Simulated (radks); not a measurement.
# I⁺ in [Kr] 4d10 5p4 6p2: an all-electron calculation

An exercise on one series of results from a longer session: the logs are not shown, and one member is left open.

Program: radks (a radial shooting solver on a logarithmic mesh, Libxc functionals) version 1. Level of theory: scalar-relativistic Kohn-Sham, AM05, spin-unpolarised, spherical densities, point nucleus. These are calculated values, not measurements, unless marked.

**What is computed**

```
element       : iodine (Z = 53)
charge        : +1
electrons     : 52
configuration : [Kr] 4d10 5p4 6p2
```

Outer shells as boxes (Hund's rule):

I⁺
```
[Kr] core
4d [↑↓][↑↓][↑↓][↑↓][↑↓]
5p [↑↓][↑ ][↑ ]
6p [↑ ][↑ ][  ]
```

The first run:

Input:

```text
Z 53
configuration [Kr] 4d10 5p4 6p2
relativity scalar-relativistic
functional am05,am05
spin unpolarised
nucleus point
c 137.035999084
```

The run is started by

```sh
python run_ks.py task.json out
```

This one command runs every case of the session in turn.

One table of the session follows, with a row left open; its other results are not shown here.

It belongs to the step «Radial structure». Sizes of the orbitals, from the radial functions (bohr):

```
level      <r>  outermost maximum (interpolated)  90 % within  nodes
   1s  0.02724                            0.0176       0.0490      0
   2s   0.1173                            0.0992        0.181      1
   2p   0.1025                            0.0795        0.167      0
   3s   0.3144                             0.286        0.462      2
   3p   0.3124                             0.280        0.469      1
   3d   0.2887                             0.232        0.453      0
   4s        ?                                 ?            ?      ?
   4p   0.7909                             0.715         1.16      2
   4d   0.9137                             0.777         1.39      1
   5p    2.111                              1.88         3.06      3
   6p    5.214                              4.86         7.35      4
```

**Question.** Estimate the row for 4s.

As computed: <r>: 0.7396; outermost maximum (interpolated): 0.680; 90 % within: 1.07; nodes: 3. In the column «<r>» it lies between 3s (0.3144) and 4p (0.7909).
